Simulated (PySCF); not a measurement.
# C2H6Se2 (dimethyl diselenide): the cost of one run

Programs: PySCF 2.14.0, with routines of our own; each step states its level. All values are computed. Atoms count from 0.

### 1 The starting structure

10 atoms, charge 0, multiplicity 1; geometry from: GFN2-xTB.

### 2 Relaxing the molecule at PBE0-D3(BJ)/def2-SVP

What the job is given:

```
{"job": {"xc": "PBE0", "basis": "def2-SVP", "d3": "d3bj", "grid": 1, "maxiter": 30, "shake": 0.01, "kind": "geom"}, "charge": 0, "multiplicity": 1}
C      2.051780    -0.027970     0.116830
Se     0.746370     1.489170    -0.001200
Se    -1.116280     0.533090     0.950840
C     -1.959190    -0.210710    -0.633960
H      2.998030     0.377060    -0.197030
H      1.719000    -0.794010    -0.561340
H      2.079400    -0.362170     1.137640
H     -2.075320     0.572400    -1.384740
H     -1.417930    -1.042380    -1.000130
H     -2.975420    -0.555400    -0.300800
```

Run with:

```console
> OMP_NUM_THREADS=1 python heavy_run.py task.json out
```

The driver reads the jobs from task.json and runs them one after another.

Q: Estimate the wall time and peak memory of this first job on 1 thread of Intel Xeon 6975P-C, shared host.

About 35 s, with a peak of 0.52 GiB.
